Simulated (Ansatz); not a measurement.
**C2H4Br2 (1,2-dibromoethane): revPBE/def2-SVP**

Aim: the vertical ionisation energy of C2H4Br2 (1,2-dibromoethane) at revPBE/def2-SVP, from 2 runs. 

The calculation is run with Ansatz 0.2.0.

39 further runs of the same task are left out: 39 set aside as unsound or not needed.

### Step 1. Starting point

C2H4Br2 has 8 atoms, charge 0, and is taken as a singlet. SMILES: `BrCCBr`. The coordinates come from a PBE0-D4/def2-TZVP relaxation. This is a higher conformer, about 8 kJ/mol above the lowest found by a separate search.

Bond lengths: Br1–C2 1.938 Å, C2–C3 1.501 Å, C3–Br4 1.938 Å, C2–H5 1.091 Å, C2–H6 1.088 Å, C3–H7 1.088 Å, C3–H8 1.090 Å. Some angles: Br1–C2–C3 113.0°, C2–C3–Br4 113.0°, Br1–C2–H5 105.8°, Br1–C2–H6 106.6°, C3–C2–H5 109.6°, C3–C2–H6 112.0°, C2–C3–H7 112.0°, C2–C3–H8 109.6°, Br4–C3–H7 106.6°, Br4–C3–H8 105.8°.

### Step 2. The energy at revPBE/def2-SVP

run.yaml reads:

```yaml
crystal:
  periodic: [false, false, false]
  atoms:
    - {symbol: Br, position_ang: [-2.136900, 0.202700, -0.670800]}
    - {symbol: C, position_ang: [-0.454500, 0.602500, 0.204400]}
    - {symbol: C, position_ang: [0.638500, -0.358800, -0.161400]}
    - {symbol: Br, position_ang: [0.347400, -2.139200, 0.546800]}
    - {symbol: H, position_ang: [-0.182100, 1.607400, -0.119900]}
    - {symbol: H, position_ang: [-0.654000, 0.606100, 1.273700]}
    - {symbol: H, position_ang: [0.743700, -0.466600, -1.238600]}
    - {symbol: H, position_ang: [1.582700, -0.019600, 0.265800]}
basis:
  gaussian:
    orbitals: def2-SVP
hamiltonian:
  xc: {name: revPBE}
accuracy: high
output:
  orbitals: {seedname: orbitals}
```

Started as:

```
$ ansatz run run.yaml --threads 1 --pin off --max-ram 3480MiB --events-out events.jsonl --progress --plain --runs-dir runs
```

The log of the run:

```text
Warning: RAYON_NUM_THREADS=1 ignored (pool sized by the plan → 1); use --threads N
Functional definition: revPBE
  name "revPBE"
  parameter kappa = 1.245
  parameter beta = 0.06672455060314922
  exchange = pbe_x(kappa = kappa, mu = beta*pi^2/3)
  correlation = pbe_c(beta = beta)
2355 factors; integrals over basis functions are off by at most 8.0e-9 eV
mean field evaluation 1: about -142193.6989 eV, gradient 5.3e1 eV
mean field evaluation 2: about -142176.1442 eV, gradient 9.3e1 eV
mean field evaluation 4: about -142200.7704 eV, gradient 3.1e0 eV
mean field evaluation 8: about -142200.8004 eV, gradient 4.8e-2 eV
mean field evaluation 16: about -142200.8004 eV, gradient 2.1e-6 eV
mean field -142200.80038673 eV, -5225.7830270478 hartree, gradient 1.1e-8 eV, S^2 0.000000; 0 other end points of the search recorded, 0 dependent functions left out
reference -142200.80039008 eV, -5225.7830271710 hartree; 43, 43 occupied and 69, 69 virtual orbitals, 2355 factors
Total energy: -142200.80039008 eV, -5225.7830271710 hartree
```

Run time: 11 s. Hardware: 1 thread of Intel Xeon Platinum 8259CL at 2.50GHz (Skylake/Cascade Lake), shared host; peak memory 0.32 GiB.

### Step 3. The doublet cation at the same level

run.yaml reads:

```yaml
crystal:
  periodic: [false, false, false]
  atoms:
    - symbol: Br
      position_ang: [-2.136900, 0.202700, -0.670800]
    - symbol: C
      position_ang: [-0.454500, 0.602500, 0.204400]
    - symbol: C
      position_ang: [0.638500, -0.358800, -0.161400]
    - symbol: Br
      position_ang: [0.347400, -2.139200, 0.546800]
    - symbol: H
      position_ang: [-0.182100, 1.607400, -0.119900]
    - symbol: H
      position_ang: [-0.654000, 0.606100, 1.273700]
    - symbol: H
      position_ang: [0.743700, -0.466600, -1.238600]
    - symbol: H
      position_ang: [1.582700, -0.019600, 0.265800]
basis:
  gaussian:
    orbitals: def2-SVP
hamiltonian:
  xc: {name: revPBE}
magnetization:
  spin_polarized: true
  initial_magnetization: 1
accuracy: high
total_charge: 1
output:
  orbitals: {seedname: orbitals}
```

Started as:

```
$ ansatz run run.yaml --threads 1 --pin off --max-ram 3480MiB --events-out events.jsonl --progress --plain --runs-dir runs
```

The log of the run, cut to the lines that bear on the results:

```text
Warning: RAYON_NUM_THREADS=1 ignored (pool sized by the plan → 1); use --threads N
[... 6 set-up lines as earlier in the session ...]
2355 factors; integrals over basis functions are off by at most 8.0e-9 eV
mean field evaluation 1: about -142174.7440 eV, gradient 5.7e1 eV
mean field evaluation 2: about -142116.1271 eV, gradient 1.1e2 eV
mean field evaluation 4: about -142190.5660 eV, gradient 9.7e0 eV
mean field evaluation 8: about -142191.3770 eV, gradient 2.9e-1 eV
mean field evaluation 16: about -142191.3794 eV, gradient 1.6e-2 eV
mean field evaluation 32: about -142191.3794 eV, gradient 7.2e-8 eV
mean field evaluation 64: about -142191.1969 eV, gradient 2.5e0 eV
mean field -142191.37935520 eV, -5225.4368105250 hartree, gradient 1.3e-8 eV, S^2 0.751023; 7 other end points of the search recorded, 0 dependent functions left out
reference -142191.37935875 eV, -5225.4368106556 hartree; 43, 42 occupied and 69, 70 virtual orbitals, 2355 factors
Total energy: -142191.37935875 eV, -5225.4368106556 hartree
```

Run time: 36 s. Hardware: 1 thread of Intel Xeon Platinum 8259CL at 2.50GHz (Skylake/Cascade Lake), shared host; peak memory 0.4 GiB.

### Step 4. What came out

At revPBE/def2-SVP:

```
                                          quantity           value
                     singlet C2H4Br2: total energy  -5225.78303 Eh
                      singlet C2H4Br2: HOMO energy        -6.35 eV
                      singlet C2H4Br2: LUMO energy        -1.07 eV
                    singlet C2H4Br2: HOMO–LUMO gap         5.28 eV
                      doublet cation: total energy  -5225.43681 Eh
doublet cation: HOMO energy (highest over α and β)       -12.58 eV
 doublet cation: LUMO energy (lowest over α and β)       -12.47 eV
                              doublet cation: ⟨S²⟩           0.751
vertical ionisation energy (to the doublet cation)        9.421 eV
```

What this shows: Removing an electron at fixed nuclei costs 9.42 eV (909 kJ/mol). The negative HOMO energy of the first species, 6.35 eV, lies 3.07 eV below that difference.
